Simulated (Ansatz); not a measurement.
# BaPbO3: from the listed structure to its properties

The task, for BaPbO3: find the equilibrium cell and see whether it has a gap, which orbitals make up the states near it and how charge is shared.

Program: Ansatz 0.2.0. Level of theory: DFT LDA, scalar-relativistic, plane waves, PAW. These are calculated values, not measurements.

## (1) The starting structure

It takes space group Imma (No. 74, orthorhombic). Conventional cell: a = 6.007 Å, b = 8.476 Å, c = 6.063 Å, α = 90.00°, β = 90.00°, γ = 90.00°. Ba (site symmetry mm2) is surrounded by 7 O at 2.72 to 3.02 Å. Around Pb (site symmetry 2/m) lie 6 O at 2.14 to 2.15 Å. Around O (site symmetry 2) lie 2 Pb at 2.15 Å and 2 Ba at 2.82 Å. Around O (site symmetry mm2) lie 2 Pb at 2.14 Å and 3 Ba at 2.72 to 3.02 Å.

As a file:

```
Ba Pb O
1.0
    -3.00350    4.23800    3.03150
     3.00350   -4.23800    3.03150
     3.00350    4.23800   -3.03150
Ba Pb O
2 2 6
Direct
  0.24670 0.99670 0.25000
  0.75330 0.00330 0.75000
  0.50000 0.50000 0.00000
  0.00000 0.50000 0.50000
  0.21870 0.50000 0.21870
  0.78130 0.00000 0.28130
  0.78130 0.50000 0.78130
  0.21870 0.00000 0.71870
  0.69530 0.44530 0.25000
  0.30470 0.55470 0.75000
```

The structure comes from the Crystallography Open Database.

(A quick probe on a coarse mesh, which set the mesh and smearing, is not shown.)

## (3) Relaxing cell and atoms

input.yaml reads:

```yaml
crystal:
  lattice:
    - [-3.0035, 4.238, 3.0315]
    - [3.0035, -4.238, 3.0315]
    - [3.0035, 4.238, -3.0315]
  atoms:
    - { symbol: Ba, position: [0.2467, 0.9967, 0.25] }
    - { symbol: Ba, position: [0.7533, 0.0033, 0.75] }
    - { symbol: Pb, position: [0.5, 0.5, 0.0] }
    - { symbol: Pb, position: [0.0, 0.5, 0.5] }
    - { symbol: O, position: [0.2187, 0.5, 0.2187] }
    - { symbol: O, position: [0.7813, 0.0, 0.2813] }
    - { symbol: O, position: [0.7813, 0.5, 0.7813] }
    - { symbol: O, position: [0.2187, 0.0, 0.7187] }
    - { symbol: O, position: [0.6953, 0.4453, 0.25] }
    - { symbol: O, position: [0.3047, 0.5547, 0.75] }
basis:
  ecutwfc: 420
kpoints:
  mp_grid: { grid: [8, 8, 8] }
hamiltonian:
  xc: lda
scf:
  occupations: { method: gaussian, width: 0.01 }
output:
  forces: true
  stress: true
  eigenvalues: true
relax:
  adjacent_minimum: "off"
  f_tol: 0.005
  max_steps: 80
  cell: { stress_tol: 0.05 }
```

The run is started by

```bash
$ ansatz run input.yaml --threads 4 --pin off --max-ram 10240MiB --backend cpu --events-out ev --progress --plain --runs-dir out
```

Further runs follow: bands, states and charges.

Q: Predict the outcome of this session. Wanted: relaxed cell; volume; formation energy; gap; Bader charges.

The runs gave:

| quantity | value |
| --- | --- |
| relaxed cell (conventional) | a = 5.955 Å, b = 8.421 Å, c = 6.052 Å, α = 90.00°, β = 90.00°, γ = 90.00° |
| space group (0.01 Å) | Imma (No. 74) |
| volume | 15.18 Å³/atom |
| formation energy (elements from runs with the same settings, not shown) | -2.02 eV/atom |
| gap | 0.30 eV, direct on the path |
| Bader charges | Ba +1.53, Pb +1.97, O -1.17 to -1.16 e |

In words: The cell shrank by 1.7 % in volume on relaxing. LDA usually gives cells that are too small. The gap is 0.30 eV, with the valence top at Γ and the conduction bottom at Γ on the path. Of the projected weight, the top eV of the valence band is O 2p (96 %), and the lowest eV of the conduction band O 2p (60 %) and Pb 6s (28 %). By Bader's charges (2.0 e at most) the bonding is polar. These runs have no spin-orbit coupling; with Pb it would split and shift bands.
